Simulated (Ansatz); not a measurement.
# One shape, several levels: doublet SiN2H6O+

We compute a comparison of 6 runs (U-revPBE/def2-SVP, U-wB97X/def2-SVP, UBLYP/def2-SVP, UPBE-QIDH/def2-SVP, UPBE/def2-SVP, UBCCD(T)/def2-SVP) of doublet SiN2H6O+. 

Program for the calculation: Ansatz 0.2.0.

86 further runs of the same task are left out: 86 set aside as unsound or not needed. Runs told in other sessions of the task aren't counted.

**1. The system as given**

SiN2H6O+: 10 atoms, total charge +1, spin state doublet. SMILES of the parent species: `N[SiH](N)O`. Geometry: relaxed at PBE0-D4/def2-TZVP. This is one conformer, not always the lowest. That shape belongs to the parent species and isn't relaxed for this state.

Bond lengths: N1–Si2 1.713 Å, Si2–N3 1.706 Å, Si2–O4 1.648 Å, N1–H5 1.007 Å, N1–H6 1.007 Å, Si2–H7 1.482 Å, N3–H8 1.007 Å, N3–H9 1.006 Å, O4–H10 0.959 Å. Some angles: N1–Si2–N3 104.7°, N1–Si2–O4 106.6°, N3–Si2–O4 119.3°, N1–Si2–H7 118.9°, N3–Si2–H7 106.1°, O4–Si2–H7 102.2°, Si2–N1–H5 119.8°, Si2–N1–H6 119.6°, Si2–N3–H8 121.6°, Si2–N3–H9 120.9°.

**2. The energy at U-revPBE/def2-SVP (run 1)**

The input, molecule.yaml:

```yaml
basis:
  gaussian:
    orbitals: def2-SVP
crystal:
  periodic: [false, false, false]
  atoms:
    - {symbol: N, position_ang: [-0.775500, 1.215500, -0.137800]}
    - {symbol: Si, position_ang: [0.492300, 0.085700, 0.087100]}
    - {symbol: N, position_ang: [-0.248600, -1.249800, 0.847400]}
    - {symbol: O, position_ang: [1.206700, -0.118300, -1.384200]}
    - {symbol: H, position_ang: [-0.620700, 2.036300, -0.700200]}
    - {symbol: H, position_ang: [-1.413200, 1.405300, 0.618200]}
    - {symbol: H, position_ang: [1.642700, 0.459500, 0.944000]}
    - {symbol: H, position_ang: [-1.123500, -1.625000, 0.519700]}
    - {symbol: H, position_ang: [0.302300, -1.942900, 1.325300]}
    - {symbol: H, position_ang: [0.620800, -0.317400, -2.116600]}
total_charge: 1
magnetization:
  spin_polarized: true
  initial_magnetization: 1
hamiltonian:
  xc: {name: revPBE}
accuracy: high
output:
  orbitals: {seedname: orbitals}
```

The run is started by

```console
$ ansatz run molecule.yaml --threads 1 --pin off --max-ram 3480MiB --events-out events.jsonl --progress --plain --runs-dir runs
```

Standard output:

```text
Warning: RAYON_NUM_THREADS=1 ignored (pool sized by the plan → 1); use --threads N
Functional definition: revPBE
  name "revPBE"
  parameter kappa = 1.245
  parameter beta = 0.06672455060314922
  exchange = pbe_x(kappa = kappa, mu = beta*pi^2/3)
  correlation = pbe_c(beta = beta)
2072 factors; integrals over basis functions are off by at most 3.4e-9 eV
mean field evaluation 1: about -12955.7048 eV, gradient 8.7e1 eV
mean field evaluation 2: about -12860.9023 eV, gradient 1.6e2 eV
mean field evaluation 4: about -12978.5943 eV, gradient 4.0e1 eV
mean field evaluation 8: about -12986.0369 eV, gradient 7.5e0 eV
mean field evaluation 16: about -12986.4135 eV, gradient 6.3e-1 eV
mean field evaluation 32: about -12986.2072 eV, gradient 2.7e0 eV
mean field -12986.41708985 eV, -477.2420255422 hartree, gradient 1.9e-8 eV, S^2 0.753696; 3 other end points of the search recorded, 0 dependent functions left out
reference -12986.41709407 eV, -477.2420256973 hartree; 21, 20 occupied and 69, 70 virtual orbitals, 2072 factors
Total energy: -12986.41709407 eV, -477.2420256973 hartree
```

Run time: 19 s. Hardware: 1 thread of Arm Neoverse V1, shared host; peak memory 0.31 GiB.

**3. The energy at U-wB97X/def2-SVP (run 2)**

The input, in.yaml:

```yaml
crystal:
  periodic: [false, false, false]
  atoms:
    - {symbol: "N", position_ang: [-0.775500, 1.215500, -0.137800]}
    - {symbol: Si, position_ang: [0.492300, 0.085700, 0.087100]}
    - {symbol: "N", position_ang: [-0.248600, -1.249800, 0.847400]}
    - {symbol: O, position_ang: [1.206700, -0.118300, -1.384200]}
    - {symbol: H, position_ang: [-0.620700, 2.036300, -0.700200]}
    - {symbol: H, position_ang: [-1.413200, 1.405300, 0.618200]}
    - {symbol: H, position_ang: [1.642700, 0.459500, 0.944000]}
    - {symbol: H, position_ang: [-1.123500, -1.625000, 0.519700]}
    - {symbol: H, position_ang: [0.302300, -1.942900, 1.325300]}
    - {symbol: H, position_ang: [0.620800, -0.317400, -2.116600]}
basis:
  gaussian:
    orbitals: def2-SVP
total_charge: 1
magnetization:
  spin_polarized: true
  initial_magnetization: 1
hamiltonian:
  xc: {name: wB97X}
accuracy: high
output: {orbitals: {seedname: orbitals}}
```

The run is started by

```console
$ ansatz run in.yaml --threads 1 --pin off --max-ram 3480MiB --events-out events.jsonl --progress --plain --runs-dir runs
```

Standard output, shortened:

```text
Warning: RAYON_NUM_THREADS=1 ignored (pool sized by the plan → 1); use --threads N
Functional definition: wB97X
  name "wB97X"
[...]
      + exact_x_lr(omega)
[...]
      + integral(e_c_pw_opposite_spin*poly(b97_u_opposite, 1, cos1, cos2, cos3, cos4))
2072 factors; integrals over basis functions are off by at most 3.4e-9 eV
358 factors; integrals over basis functions are off by at most 2.0e-9 eV
[...]
mean field -12987.62048995 eV, -477.2862496802 hartree, gradient 3.1e-8 eV, S^2 0.764492; 2 other end points of the search recorded, 0 dependent functions left out
reference -12987.62048704 eV, -477.2862495733 hartree; 21, 20 occupied and 69, 70 virtual orbitals, 2072 factors
Total energy: -12987.62048704 eV, -477.2862495733 hartree
```

Run time: 89 s. Hardware: 1 thread of Arm Neoverse V1, shared host; peak memory 0.87 GiB.

Runs 3 to 5 aren't shown in full; the table further down has their settings and results.

**4. A single-point energy at UBCCD(T)/def2-SVP (run 6)**

The input, run.yaml:

```yaml
basis:
  gaussian:
    orbitals: def2-SVP
crystal:
  periodic: [false, false, false]
  atoms:
    - {symbol: "N", position_ang: [-0.775500, 1.215500, -0.137800]}
    - {symbol: Si, position_ang: [0.492300, 0.085700, 0.087100]}
    - {symbol: N, position_ang: [-0.248600, -1.249800, 0.847400]}
    - {symbol: O, position_ang: [1.206700, -0.118300, -1.384200]}
    - {symbol: H, position_ang: [-0.620700, 2.036300, -0.700200]}
    - {symbol: H, position_ang: [-1.413200, 1.405300, 0.618200]}
    - {symbol: H, position_ang: [1.642700, 0.459500, 0.944000]}
    - {symbol: H, position_ang: [-1.123500, -1.625000, 0.519700]}
    - {symbol: H, position_ang: [0.302300, -1.942900, 1.325300]}
    - {symbol: H, position_ang: [0.620800, -0.317400, -2.116600]}
total_charge: 1
magnetization:
  spin_polarized: true
  initial_magnetization: 1
correlation:
  method: bccd_t
  frozen_orbitals: {H: 0, "N": 1, O: 1, Si: 5}
accuracy: high
scf:
  omitted_lower_state_checks: [cluster_reference, increment]
```

The run is started by

```console
$ ansatz run run.yaml --threads 1 --pin off --max-ram 3480MiB --events-out events.jsonl --progress --plain --runs-dir runs
```

Standard output:

```text
Warning: RAYON_NUM_THREADS=1 ignored (pool sized by the plan → 1); use --threads N
[... 13 lines left out ...]
8 core orbitals not correlated: weight in the atoms' cores, before any rotation towards them, 1.000 or more for the frozen orbitals, at most 0.000 for the correlated occupied ones
[... 50 lines left out ...]
Total energy: -12963.21041639 eV, -476.3891960228 hartree
Checks for a lower state left out: cluster_reference, increment
```

Wall time 4 min (1 thread of Arm Neoverse V1, shared host); peak memory 1.5 GiB.

**5. Overview of the runs**

```tsv
run	level	frozen core orbitals	energy (Eh)	HOMO energy (eV)	LUMO energy (eV)	⟨S²⟩	wall time
1	U-revPBE/def2-SVP	–	-477.242026	-12.23	-12.16	0.754	19 s
2	U-wB97X/def2-SVP	–	-477.286250	-15.23	-9.91	0.764	89 s
3	UBLYP/def2-SVP	–	-477.304172	-12.13	-12.07	0.754	19 s
4	UPBE-QIDH/def2-SVP	8	-476.843385	-14.93	-9.34	0.759	28 s
5	UPBE/def2-SVP	–	-476.996343	-12.28	-12.22	0.753	21 s
6	UBCCD(T)/def2-SVP	8	-476.389196	–	–	0.760	4 min
```

**6. Outcome**

| quantity | value |
| --- | --- |
| run 6: total energy | -476.38920 Eh |
| run 6: correlation energy (8 core orbitals frozen) | -645.2 mEh |
| run 6: (T) correction | -18.12 mEh |
| run 6: ⟨S²⟩ of the reference determinant | 0.760 |

Totals of different functionals can't be ranked against each other. All runs together took 7 min, the longest 4 min.
